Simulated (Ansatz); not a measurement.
# HF/aug-cc-pVDZ run of SiH3OF (SMILES O[SiH2]F)

What is the electronic atomisation energy of SiH3OF at HF/aug-cc-pVDZ? 

Program for the calculation: Ansatz 0.2.0.

72 further runs of the same task are left out: 72 set aside as unsound or not needed.

### 1 The structure to begin with

SiH3OF has 6 atoms, charge 0, and is taken as a singlet. As SMILES, `O[SiH2]F`. Geometry: relaxed at PBE0-D4/def2-TZVP. This is one conformer, not always the lowest.

Bond lengths: O1–Si2 1.630 Å, Si2–F3 1.596 Å, O1–H4 0.958 Å, Si2–H5 1.474 Å, Si2–H6 1.482 Å. Angles: O1–Si2–F3 111.0°, O1–Si2–H5 106.4°, O1–Si2–H6 111.7°, F3–Si2–H5 108.2°, F3–Si2–H6 106.0°, Si2–O1–H4 119.1°, H5–Si2–H6 113.7°.

### 2 A single-point energy at HF/aug-cc-pVDZ

Input file input.yaml:

```yaml
crystal:
  periodic: [false, false, false]
  atoms:
    - {symbol: O, position_ang: [-0.853500, -0.209200, -0.924100]}
    - {symbol: Si, position_ang: [0.378300, -0.009300, 0.123900]}
    - {symbol: F, position_ang: [0.180800, -0.922800, 1.417800]}
    - {symbol: H, position_ang: [-1.714200, 0.150200, -0.705600]}
    - {symbol: H, position_ang: [1.595600, -0.458500, -0.575800]}
    - {symbol: H, position_ang: [0.455100, 1.385600, 0.617600]}
basis:
  gaussian:
    orbitals: aug-cc-pVDZ
hamiltonian:
  xc: hf
accuracy: high
output:
  orbitals: {seedname: orbitals}
```

Run with:

```bash
$ ansatz run input.yaml --threads 1 --pin off --max-ram 3480MiB --events-out events.jsonl --progress --plain --runs-dir runs
```

What it wrote:

```text
Warning: RAYON_NUM_THREADS=1 ignored (pool sized by the plan → 1); use --threads N
Functional definition: HF
  name "HF"
  exchange = exact_x
  correlation = 0
2017 factors; integrals over basis functions are off by at most 3.4e-9 eV
mean field evaluation 1: about -12653.1934 eV, gradient 4.1e1 eV
mean field evaluation 2: about -12653.2171 eV, gradient 4.1e1 eV
mean field evaluation 4: about -12656.2085 eV, gradient 2.3e0 eV
mean field evaluation 8: about -12656.2282 eV, gradient 1.7e-1 eV
mean field -12656.22831307 eV, -465.1078118056 hartree, gradient 2.0e-8 eV, S^2 0.000000; 0 other end points of the search recorded, 0 dependent functions left out
reference -12656.22831307 eV, -465.1078118056 hartree; 17, 17 occupied and 83, 83 virtual orbitals, 2017 factors
Total energy: -12656.22831307 eV, -465.1078118056 hartree
```

It took 3.6 s on 1 thread of Arm Neoverse V1, shared host; peak memory 0.27 GiB.

### 3 The F atom, same level

Input file run.yaml:

```yaml
crystal:
  periodic: [false, false, false]
  atoms:
    - symbol: F
      position_ang: [0.000000, 0.000000, 0.000000]
basis:
  gaussian:
    orbitals: aug-cc-pVDZ
magnetization:
  spin_polarized: true
  initial_magnetization: 1
hamiltonian:
  xc: hf
accuracy: high
```

Run the same way, it converges to -99.38109 Eh (log not shown).

### 4 The H atom, same level

Input file in.yaml:

```yaml
crystal:
  periodic: [false, false, false]
  atoms:
    - symbol: H
      position_ang: [0.000000, 0.000000, 0.000000]
basis:
  gaussian: {orbitals: aug-cc-pVDZ}
magnetization: {spin_polarized: true, initial_magnetization: 1}
hamiltonian: {xc: hf}
accuracy: high
```

Run the same way, it converges to -0.49933 Eh (log not shown).

### 5 The O atom, same level

Input file molecule.yaml:

```yaml
crystal:
  periodic: [false, false, false]
  atoms:
    - {symbol: O, position_ang: [0.000000, 0.000000, 0.000000]}
basis:
  gaussian:
    orbitals: aug-cc-pVDZ
magnetization:
  spin_polarized: true
  initial_magnetization: 2
hamiltonian:
  xc: hf
accuracy: high
```

Run the same way, it converges to -74.79660 Eh (log not shown).

### 6 The Si atom

Input file molecule.yaml:

```yaml
crystal:
  periodic: [false, false, false]
  atoms:
    - {symbol: Si, position_ang: [0.000000, 0.000000, 0.000000]}
basis:
  gaussian: {orbitals: aug-cc-pVDZ}
magnetization: {spin_polarized: true, initial_magnetization: 2}
hamiltonian: {xc: hf}
accuracy: high
```

Run the same way, it converges to -288.85094 Eh (log not shown).

### 7 Outcome

At HF/aug-cc-pVDZ:

| quantity | value |
| --- | --- |
| molecule: total energy | -465.10781 Eh |
| molecule: HOMO energy | -13.02 eV |
| molecule: LUMO energy | 0.93 eV |
| molecule: HOMO–LUMO gap | 13.95 eV |
| F atom: total energy | -99.38109 Eh |
| F atom: ⟨S²⟩ | 0.754 |
| H atom: total energy | -0.49933 Eh |
| H atom: ⟨S²⟩ | 0.750 |
| O atom: total energy | -74.79660 Eh |
| O atom: ⟨S²⟩ | 2.008 |
| Si atom: total energy | -288.85094 Eh |
| Si atom: ⟨S²⟩ | 2.014 |
| electronic atomisation energy | 15.815 eV |

Taking the molecule apart into free atoms costs 15.81 eV (365 kcal/mol), before zero-point energy and without spin-orbit coupling. Hartree–Fock lacks the correlation of the bonding pairs, which as a rule makes this value much too low; in minimal bases other errors can mask that.
